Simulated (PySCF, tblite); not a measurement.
**bis(dimethylethylamine) alane (C8H25AlN2): geometry, infrared bands, NMR shifts and electronic excitations**

Aim: predict the infrared bands, NMR shifts and electronic excitations of bis(dimethylethylamine) alane (C8H25AlN2) (`CC[N+](C)(C)[AlH3-2][N+](C)(C)CC`).

Programs: tblite 0.8.0 and PySCF 2.14.0, with density-fitted response routines of our own. Each step states its level of theory. These are calculated values for one molecule in the gas phase, unless marked as measured. Atoms count from 0, in the outputs and in this text.

### Step 1. The molecule as given

36 atoms, charge 0, multiplicity 1; geometry from: force field or distance geometry start.

Bonds of the start (Å): C0–C1 1.49, C1–N2 1.41, N2–C3 1.42, N2–C4 1.44, N2–Al5 1.90, Al5–N6 1.85, N6–C7 1.47, N6–C8 1.46, N6–C9 1.43, C9–C10 1.52, C0–H11 1.13, C0–H12 1.10, C0–H13 1.12, C1–H14 1.12, C1–H15 1.13, C3–H16 1.10, C3–H17 1.12, C3–H18 1.10, C4–H19 1.10, C4–H20 1.13, C4–H21 1.10, Al5–H22 1.59, Al5–H23 1.57, Al5–H24 1.57, C7–H25 1.11, C7–H26 1.12, C7–H27 1.11, C8–H28 1.13, C8–H29 1.12, C8–H30 1.10 and more.

### Step 2. Relaxing the molecule with GFN2-xTB

What the job is given:

```
{"job": {"kind": "relax", "xc": "GFN2-xTB", "basis": "xTB"}, "charge": 0, "multiplicity": 1}
C      2.864700     1.640600    -0.541300
C      2.880500     0.319100     0.142400
N      1.877400    -0.612900    -0.207500
C      2.140900    -1.919200     0.293000
C      1.604000    -0.641500    -1.624400
Al     0.280100     0.015200     0.617600
N     -1.500600     0.003300     0.117800
C     -2.314900    -0.700300     1.124900
C     -1.720100    -0.747000    -1.110500
C     -2.087900     1.295700    -0.044900
C     -3.557000     1.331700     0.352000
H      3.235400     2.374900     0.229500
H      1.886400     1.961400    -0.923400
H      3.629500     1.647000    -1.362000
H      2.989500     0.471400     1.251400
H      3.858200    -0.165100    -0.139500
H      2.583000    -1.836900     1.297000
H      1.205900    -2.539200     0.301000
H      2.871300    -2.391100    -0.377200
H      0.999800    -1.532100    -1.834100
H      2.597700    -0.839400    -2.113700
H      1.215900     0.299200    -2.033300
H      0.277600    -0.813800     1.975400
H      0.603100     0.144900     2.153100
H      0.048700     1.016300     1.808100
H     -2.315300    -0.187400     2.108300
H     -1.899000    -1.726400     1.295900
H     -3.347300    -0.835700     0.751600
H     -2.817400    -0.600200    -1.328100
H     -1.604600    -1.845200    -0.914400
H     -1.098500    -0.366900    -1.935200
H     -2.080200     1.614700    -1.121400
H     -1.509200     2.023800     0.534000
H     -3.895200     2.370800     0.167300
H     -4.186800     0.701000    -0.304700
H     -3.726300     1.105500     1.403100
```

Command:

```
> OMP_NUM_THREADS=1 python probes_run.py task.json out
```

This one command runs all jobs of the session in turn.

**Question.** This job is followed by: GFN2-xTB harmonic vibrations, gas phase; PBE0-D3(BJ)/def2-SVP geometry optimisation, gas phase; GIAO PBE0/pcSseg-1 NMR shielding, non-relativistic, gas phase; TDDFT CAM-B3LYP/def2-SVPD, vertical, gas phase, core orbitals frozen in the response; GIAO B3LYP/pcSseg-1 NMR shielding, non-relativistic, gas phase. What will the session give for the following? strongest single infrared mode (GFN2-xTB); zero-point energy (GFN2-xTB); point group; rotational constants (main isotopes); ¹³C shifts against TMS (PBE0/pcSseg-1, means over atoms taken as alike); ¹H shifts against TMS (PBE0/pcSseg-1, means over atoms taken as alike); ¹⁵N shifts against NH3 (PBE0/pcSseg-1, means over atoms taken as alike); ²⁷Al shifts against AlH4- (PBE0/pcSseg-1); surface potential, 1st and 99th percentile; lowest singlet (CAM-B3LYP/def2-SVPD); brightest single state of those computed; lowest triplet; range of the shift of N2.

The runs gave:

| quantity | value |
| --- | --- |
| strongest single infrared mode (GFN2-xTB) | 910 cm⁻¹, 855 km/mol |
| zero-point energy (GFN2-xTB) | 198.9 kcal/mol |
| point group | C1 |
| rotational constants (main isotopes) | 1.51, 0.40, 0.37 GHz |
| ¹³C shifts against TMS (PBE0/pcSseg-1, means over atoms taken as alike) | 52.6, 42.5, 9.8 ppm |
| ¹H shifts against TMS (PBE0/pcSseg-1, means over atoms taken as alike) | 3.33, 2.51, 2.17, 1.13 ppm |
| ¹⁵N shifts against NH3 (PBE0/pcSseg-1, means over atoms taken as alike) | 49.0 ppm |
| ²⁷Al shifts against AlH4- (PBE0/pcSseg-1) | 36.1 ppm |
| surface potential, 1st and 99th percentile | -1.31 V and 0.67 V |
| lowest singlet (CAM-B3LYP/def2-SVPD) | 6.79 eV (183 nm), f = 0.042 |
| brightest single state of those computed | state 3, 6.90 eV, f = 0.042 |
| lowest triplet | 6.59 eV |
| range of the shift of N2 | 49.0 to 54.4 ppm |

The optimisation took 181 steps and gained 8.554 eV; among the close pairs (by a distance rule), Al5–N6 changed most, from 1.850 to 2.089 Å (GFN2-xTB). No mode is imaginary among the 102: a minimum at this level. The strongest single mode, at 910 cm⁻¹, is spread over several atoms, H22, H23, H24 among them. GFN2-xTB is a fitted tight-binding method: band positions and strengths are rough. Its intensities can rank the bands wrongly. Over 16 steps the energy fell by 0.415 eV; of the close pairs, N2–Al5 changed most, 2.086 to 2.225 Å (PBE0/def2-SVP). At PBE0/pcSseg-1: The widest tensor belongs to C3, C4, C7, C8: span 66 ppm, with a paramagnetic part of -107 ppm. The lowest singlet, at 6.79 eV, is HOMO→LUMO 0.75, HOMO−1→LUMO 0.12 and is weak; of the 10 states computed, the strongest absorption comes from states 7 to 8 together at 7.63 eV (the last state computed is bright too, and its partners may lie past the list). The lowest triplet lies 0.20 eV below the lowest singlet (triplets in Tamm-Dancoff, singlets in full TDDFT). Across the 2 runs the shift of N2 (with its like atoms) moves most, between 49.0 (PBE0/pcSseg-1) and 54.4 ppm (B3LYP/pcSseg-1).
